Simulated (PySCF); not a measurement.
# triplet AlClF2 at 6 levels

Wanted: a comparison of 6 runs (UHF/STO-3G, UHF/3-21G, UB3LYP/6-31G*, U-wB97M-V/def2-SVPD, UB2PLYP/def2-SVPD, USCS-MP2/def2-SVPD) of triplet AlClF2. 

Program for the calculation: PySCF 2.14.0.

2 further runs of the same task are left out: 2 set aside as unsound or not needed.

### 1 Starting point

AlClF2: 4 atoms, total charge 0, spin state triplet. SMILES of the parent species: `[F][Al]([F])[Cl]`. The shape is that of a PBE0-D4/def2-TZVP optimisation. That shape belongs to the parent species and isn't relaxed for this state.

Bond lengths: F1–Al2 1.631 Å, Al2–F3 1.631 Å, Al2–Cl4 2.061 Å. Angles: F1–Al2–F3 119.0°, F1–Al2–Cl4 120.5°, F3–Al2–Cl4 120.5°.

### 2 The energy at UHF/STO-3G (run 1)

calc.py reads:

```python
from pyscf import gto

mol = gto.M(
    atom='F 0.997200 0.721760 1.149640; Al 0.069280 -0.050750 0.053570; F 0.273490 -1.653820 -0.164660; Cl -1.339980 0.982810 -1.038560',
    verbose=3,
    basis='sto-3g',
    max_memory=1860,
    spin=2,
)

mf = mol.UHF()
mf.conv_tol = 1e-10
mf.kernel()
if not mf.converged:
    mf = mf.newton().run(mf.mo_coeff, mf.mo_occ)

e_final = mf.e_tot
print('E = %.10f Eh' % e_final)
```

Command:

```console
OMP_NUM_THREADS=1 python calc.py
```

Output:

```text
WARN: HOMO 0.016317963234512 >= LUMO -0.562382577830777

WARN: HOMO 0.0345936890539136 >= LUMO -0.11392751885874

WARN: HOMO 0.0150507433909237 >= LUMO -0.057312233265253

WARN: HOMO 0.00450458582519275 >= LUMO -0.0337064069154445

WARN: HOMO 0.00794652528323014 >= LUMO -0.0318095077066005

WARN: HOMO 0.0076447953912987 >= LUMO -0.0306088501857756

WARN: HOMO 0.0080871852175457 >= LUMO -0.030583132983948

WARN: HOMO 0.00798576729853095 >= LUMO -0.0308399117221014

WARN: HOMO 0.00795095044073102 >= LUMO -0.0307135792709334

WARN: HOMO 0.00796999974959378 >= LUMO -0.0307267788775935

WARN: HOMO 0.0079748550499158 >= LUMO -0.0307149445663377

WARN: HOMO 0.00797935413523265 >= LUMO -0.0307082812342847

WARN: HOMO 0.00797915438107555 >= LUMO -0.0307064476919295

WARN: HOMO 0.00797956763751428 >= LUMO -0.0307059964860904

WARN: HOMO 0.00797961225975985 >= LUMO -0.0307059314882169

WARN: HOMO 0.00797933062251799 >= LUMO -0.0307063343856484

WARN: HOMO 0.00797929365434891 >= LUMO -0.0307064289484479

WARN: HOMO 0.00797929246235751 >= LUMO -0.0307064433749455

converged SCF energy = -889.480903336138  <S^2> = 2.0135651  2S+1 = 3.0090298
E = -889.4809033361 Eh
```

Wall time 0.76 s (1 thread of Arm Neoverse V2, shared host); peak memory 0.12 GiB.

### 3 The energy at UHF/3-21G (run 2)

input.py reads:

```python
from pyscf import gto

mol = gto.M(
    atom='''
F      1.884435     1.363929     2.172505
Al     0.130920    -0.095904     0.101233
F      0.516821    -3.125267    -0.311162
Cl    -2.532195     1.857242    -1.962594
''',
    basis='3-21g',
    spin=2,
    unit='bohr',
    max_memory=1860,
    verbose=4,
    charge=0,
)

hf = mol.UHF()
hf.conv_tol = 1e-10
hf.kernel()
if not hf.converged:
    hf = hf.newton().run(hf.mo_coeff, hf.mo_occ)

e_final = hf.e_tot
print(f'total energy: {e_final:.8f} hartree')
```

Command:

```console
OMP_NUM_THREADS=1 python input.py
```

Output:

```text
PySCF version 2.14.0

[INPUT] num. atoms = 4
[INPUT] num. electrons = 48
[INPUT] charge = 0
[INPUT] spin (= nelec alpha-beta = 2S) = 2
[INPUT] symmetry False subgroup None
[INPUT] Mole.unit = bohr
[INPUT] Symbol           X                Y                Z      unit          X                Y                Z       unit  Magmom
[INPUT]  1 F      0.997200057460   0.721760144113   1.149640136610 AA    1.884435000000   1.363929000000   2.172505000000 Bohr   0.0
[INPUT]  2 Al     0.069279880454  -0.050750211236   0.053570196593 AA    0.130920000000  -0.095904000000   0.101233000000 Bohr   0.0
[INPUT]  3 F      0.273489895325  -1.653820074440  -0.164659839304 AA    0.516821000000  -3.125267000000  -0.311162000000 Bohr   0.0
[INPUT]  4 Cl    -1.339979887606   0.982810141563  -1.038560019088 AA   -2.532195000000   1.857242000000  -1.962594000000 Bohr   0.0

nuclear repulsion = 198.347926657016
number of shells = 24
number of NR pGTOs = 84
number of NR cGTOs = 44
basis = 3-21g
ecp = {}

[... 20 lines left out ...]
WARN: HOMO -0.0513823572467835 >= LUMO -0.48390442879062
[... 5 lines left out ...]
WARN: HOMO -0.171263275863093 >= LUMO -0.258557373545542
[... 5 lines left out ...]
WARN: HOMO -0.181983462359257 >= LUMO -0.194108252934941
[... 54 lines left out ...]
converged SCF energy = -895.644604532765  <S^2> = 2.0042098  2S+1 = 3.0028052
total energy: -895.64460453 hartree
```

Run time: 0.8 s. Hardware: 1 thread of Arm Neoverse V2, shared host; peak memory 0.12 GiB.

Runs 3 to 5 aren't shown in full; the table further down has their settings and results.

### 4 The energy at USCS-MP2/def2-SVPD (run 6)

job.py reads:

```python
from pyscf import gto, scf, mp

molecule = gto.M(
    atom=[
    ('F', (0.997200, 0.721760, 1.149640)),
    ('Al', (0.069280, -0.050750, 0.053570)),
    ('F', (0.273490, -1.653820, -0.164660)),
    ('Cl', (-1.339980, 0.982810, -1.038560)),
],
    max_memory=1860,
    charge=0,
    verbose=3,
    basis='def2-svpd',
    spin=2,
)

calc0 = scf.UHF(molecule)
calc0.conv_tol = 1e-10
calc0.kernel()
if not calc0.converged:
    calc0 = calc0.newton().run(calc0.mo_coeff, calc0.mo_occ)

pt = mp.MP2(calc0, frozen=12).run()
etot = calc0.e_tot + 1.2 * pt.e_corr_os + pt.e_corr_ss / 3
print('Final energy', etot)
```

Command:

```console
OMP_NUM_THREADS=1 python job.py
```

Output:

```text
WARN: HOMO -0.0546169856311156 >= LUMO -0.474361180926349

WARN: HOMO -0.188215625421999 >= LUMO -0.280344073045361

WARN: HOMO -0.187077644864334 >= LUMO -0.209521435145456

converged SCF energy = -899.899464972525  <S^2> = 2.0100424  2S+1 = 3.0066875
E(UMP2) = -900.478937050918  E_corr = -0.579472078393049
E(SCS-UMP2) = -900.454086982646  E_corr = -0.554622010121702
Final energy -900.4540869826466
```

Wall time 4.5 s (1 thread of Arm Neoverse V2, shared host); peak memory 0.25 GiB.

### 5 Overview of the runs

```tsv
run	level	integration grid	nlc grid	energy (Eh)	dipole moment (D) of the reference	HOMO energy (eV)	⟨S²⟩	wall time
1	UHF/STO-3G	–	–	-889.480903	3.56	0.22	2.014	0.76 s
2	UHF/3-21G	–	–	-895.644605	4.94	-5.10	2.004	0.8 s
3	UB3LYP/6-31G* (spherical functions)	5	–	-902.261752	3.04	-3.26	2.004	20 s
4	U-wB97M-V/def2-SVPD	5	1	-901.831969	5.04	-5.38	2.003	1.9 min
5	UB2PLYP/def2-SVPD	5	–	-901.518688	5.31	-4.27	2.005	32 s
6	USCS-MP2/def2-SVPD	–	–	-900.454087	5.58	-5.10	2.010	4.5 s
```

### 6 Outcome

```
                                                         quantity          value
                                              run 6: total energy  -900.45409 Eh
                      run 6: dipole moment (Hartree–Fock density)         5.58 D
run 6: HOMO energy (Hartree–Fock orbitals) (highest over α and β)       -5.10 eV
 run 6: LUMO energy (Hartree–Fock orbitals) (lowest over α and β)       -4.66 eV
              run 6: correlation energy (12 core orbitals frozen)     -554.6 mEh
                         run 6: ⟨S²⟩ of the reference determinant          2.010
```

What this shows: Over runs 1, 2, 3, 4, 5 the dipole moment (its size) runs from 3.04 D (UB3LYP/6-31G*) to 5.31 D (UB2PLYP/def2-SVPD). The two ends differ in method and basis. A double hybrid's value is that of its SCF part. Totals of different functionals can't be ranked against each other. In run 1 the basis is minimal, so the values are rough. All runs together took 2.8 min, the longest 1.9 min.
